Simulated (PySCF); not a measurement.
# Re5 (Re5-): the cost of one run

Program: PySCF 2.14.0. Level of theory: B3LYP, Re def2-SVP with ECP60; scalar-relativistic core potentials, no spin–orbit coupling. These are calculated values, not measurements.

6 further runs of the same task are left out: 2 for a known fault of the program, 4 that didn't finish. Runs told in other sessions of the task aren't counted.

## (1) Where the work starts

5 atoms, charge -1, spin multiplicity 3.

Bond lengths: Re1–Re2 2.397 Å, Re1–Re4 2.308 Å, Re1–Re5 2.447 Å, Re2–Re3 2.308 Å, Re2–Re5 2.447 Å, Re3–Re4 2.310 Å. Angles: Re2–Re1–Re4 88.9°, Re2–Re1–Re5 60.7°, Re4–Re1–Re5 72.9°, Re1–Re2–Re3 88.9°, Re1–Re2–Re5 60.7°, Re3–Re2–Re5 72.9°, Re2–Re3–Re4 91.1°, Re1–Re4–Re3 91.1°, Re1–Re5–Re2 58.6°.

As a file:

```xyz
5
Re5
Re    1.6194   -0.0752   -0.3155
Re   -0.0752    1.6194   -0.3155
Re   -1.6710   -0.0374   -0.5031
Re   -0.0373   -1.6711   -0.5032
Re    0.1641    0.1642    1.6372
```

An earlier session relaxed this geometry at B3LYP, Re def2-SVP with ECP60 (triplet, point group Cs).

Its energy there is -391.427280 Eh.

## (2) Multiplicity 1 at the relaxed geometry

File run.py (the lines that set the calculation):

```python
mol = gto.M(atom='''
Re     1.61939    -0.07522    -0.31550
Re    -0.07525     1.61939    -0.31546
Re    -1.67097    -0.03735    -0.50310
Re    -0.03732    -1.67106    -0.50317
Re     0.16415     0.16423     1.63723''',
    basis={'Re': 'def2-SVP'},
    ecp={'Re': 'def2-SVP'},
    charge=-1, spin=0)
mf = dft.RKS(mol, xc='B3LYP')
mf.grids.atom_grid = (50, 194)
mf = mf.density_fit()  # fitting sets: Re def2-universal-JKFIT
mf.conv_tol = 1e-08; mf.max_cycle = 55
mf.kernel(dm0)  # dm0: free metal ions and neutral atoms
```

Started as:

```bash
$ OMP_NUM_THREADS=4 python run.py
```

**Question.** How long does this run take on 4 threads of Arm Neoverse V2, shared host?

About 5.8 s.
